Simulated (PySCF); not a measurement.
# F3H2OPb (Pb(F)3(H2O)+): the cost of one run

Program: PySCF 2.14.0. Level of theory: several levels, as the steps say, no spin–orbit coupling. These are calculated values, not measurements.

1 further run of the same task is left out (for a known fault of the program).

### Step 1. The system as given

7 atoms, charge 1, spin multiplicity 1.

Bond lengths: Pb1–F2 1.983 Å, Pb1–F3 1.980 Å, Pb1–F4 1.983 Å, Pb1–O5 2.263 Å, O5–H6 0.973 Å, O5–H7 0.973 Å. Angles: F2–Pb1–F3 118.0°, F2–Pb1–F4 120.7°, F2–Pb1–O5 93.9°, F3–Pb1–F4 118.0°, F3–Pb1–O5 100.3°, F4–Pb1–O5 93.9°, Pb1–O5–H6 124.1°, Pb1–O5–H7 124.1°, H6–O5–H7 109.3°.

Coordinates:

```xyz
7
charge 1, multiplicity 1
Pb    0.0976   -0.1399    0.1399
F     0.9670    1.4001    1.0366
F    -1.2830   -1.1435    1.1435
F     0.9670   -1.0366   -1.4001
O    -1.2155    1.1636   -1.1636
H    -1.4221    2.0948   -0.9724
H    -1.4221    0.9724   -2.0948
```

Formal oxidation states: Pb +4. An earlier session relaxed this geometry at PBE0, Pb def2-SVP with ECP60, F def2-SVP, O def2-SVP, H def2-SVP (singlet, point group Cs).

At PBE0 on the finer grid: E = -567.829036 Eh, HOMO -17.04 eV, LUMO -11.13 eV, Mulliken charge on Pb1 +1.60 e, largest force component 0.063 eV/Å. 

Levels to run: TPSSh; BLYP; PBE0, TZVP. Hardware: 2 threads of Arm Neoverse V2, shared host.

### Step 2. TPSSh

run.py (the lines that set the calculation) reads:

```python
mol = gto.M(atom='''
Pb     0.09763    -0.13995     0.13995
F      0.96700     1.40008     1.03659
F     -1.28297    -1.14345     1.14345
F      0.96700    -1.03659    -1.40008
O     -1.21551     1.16363    -1.16363
H     -1.42207     2.09484    -0.97235
H     -1.42207     0.97235    -2.09484''',
    basis={'Pb': 'def2-SVP', 'F': 'def2-SVP', 'O': 'def2-SVP', 'H': 'def2-SVP'},
    ecp={'Pb': 'def2-SVP'},
    charge=1, spin=0)
mf = dft.RKS(mol, xc='TPSSH')
mf.grids.atom_grid = (75, 302)
mf = mf.density_fit()  # fitting sets: Pb def2-universal-JKFIT, F def2-universal-JKFIT, O def2-universal-JKFIT, H def2-universal-JKFIT
mf.conv_tol = 1e-08; mf.max_cycle = 55
mf.kernel(dm0)  # dm0: the density of the relaxed state
```

The run is started by

```
OMP_NUM_THREADS=2 python run.py
```

**Question.** How long does this run take on 2 threads of Arm Neoverse V2, shared host?

About 5.1 s.
